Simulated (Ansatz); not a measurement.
## NbCd3 under changes of volume

One of the cells (18.721 Å³/atom); the others are scaled copies at fixed shape and fractional positions:

```
Cd Nb
1.0
     4.21500    0.00000    0.00000
     0.00000    4.21500    0.00000
     0.00000    0.00000    4.21500
Cd Nb
3 1
Direct
  0.50000 0.50000 0.00000
  0.50000 0.00000 0.50000
  0.00000 0.50000 0.50000
  0.00000 0.00000 0.00000
```

* Program: Ansatz 0.2.0
* Functional: PBEsol
* Potentials or basis: Ansatz PAW
* Cutoff: 420 eV (not typed: the program's choice for these potentials)
* k mesh: 6 × 6 × 6
* Occupations: fermi-dirac, width 0.05 eV
* Spin: no spin polarisation

| volume (Å³/atom) | energy over the lowest point (meV/atom) | pressure (GPa) |
| --- | --- | --- |
| 17.598 | 37.96 | 9.9 |
| 17.972 | 18.76 | 6.7 |
| 18.347 | 6.53 | 3.9 |
| 18.721 | ? | ? |
| 19.096 | 0.00 | -0.8 |
| 19.470 | 4.38 | -2.8 |
| 19.844 | 13.11 | -4.6 |

Q: What does the run at 18.721 Å³/atom give?

A: Energy over the lowest point 0.51 meV/atom; pressure 1.4 GPa.

Worked out: A Birch-Murnaghan fit of order 3 (a polynomial in V^(-2/3)) to the other rows has its minimum at 18.94 Å³/atom with B0 = V·E''(V) = 111 GPa and B' = 5.0. It gives 0.51 meV/atom at 18.721 Å³/atom, against the run's 0.51, and -dE/dV = 1.4 GPa, against 1.4.

Energies are extrapolated to zero smearing.

Caveats: the PAW data sets come from PBE, with cores solved anew for the run's functional, which leaves a small shift of forces and pressure.
